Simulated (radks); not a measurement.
# Ta⁴⁺ in [Xe] 4f14 5d1: an all-electron calculation

What are the levels of the tantalum ion Ta4+, how large are its shells, and how does its energy divide?

Method: Dirac Kohn-Sham, AM05, spin-unpolarised, spherical densities, finite nucleus; open shells fill j = l - 1/2 first. Code: radks (a radial shooting solver on a logarithmic mesh, Libxc functionals) version 1.

### Step 1. The atom as given

| Quantity | Value |
| --- | --- |
| element | tantalum (Z = 73) |
| charge | +4 |
| electrons | 69 |
| configuration | [Xe] 4f14 5d1 |
| nuclear rms radius | 5.3507 fm |

### Step 2. The calculation

The run's settings:

```text
Z 73
configuration [Xe] 4f14 5d1
relativity Dirac
functional am05,am05
spin unpolarised
j_filling energy
nucleus finite rms 5.3507 fm
c 137.035999084
```

The run is started by

```bash
$ python run_ks.py task.json out
```

This one command runs every case of the session in turn.

**Question.** What will this run give?

**Answer**, as computed:

```
                        quantity                   value
                    total energy     -15611.7172 hartree
exchange-correlation share of it                  1.97 %
                            −T/E                  1.1219
          highest occupied level       5d3/2, -41.582 eV
    most extended occupied level  5d3/2, <r> = 1.71 bohr
 radius at density 0.001 e/bohr³               3.04 bohr
    maxima of the radial density                       4
         ionisation energy, NIST    48.27 (semi-emp.) eV
```

**Reading.** 5 principal shells are occupied and 4 maxima appear in the radial density; where shells overlap, one shows as a shoulder or not at all. −T/E is 1.122: with relativity the kinetic term as defined here no longer equals −E. The top level binds by 41.582 eV, 86 % of the NIST ionisation energy of 48.27 eV; the potential of a semilocal functional falls off too fast, so its top eigenvalue is too shallow. Spin polarisation and multiplet splitting are left out.
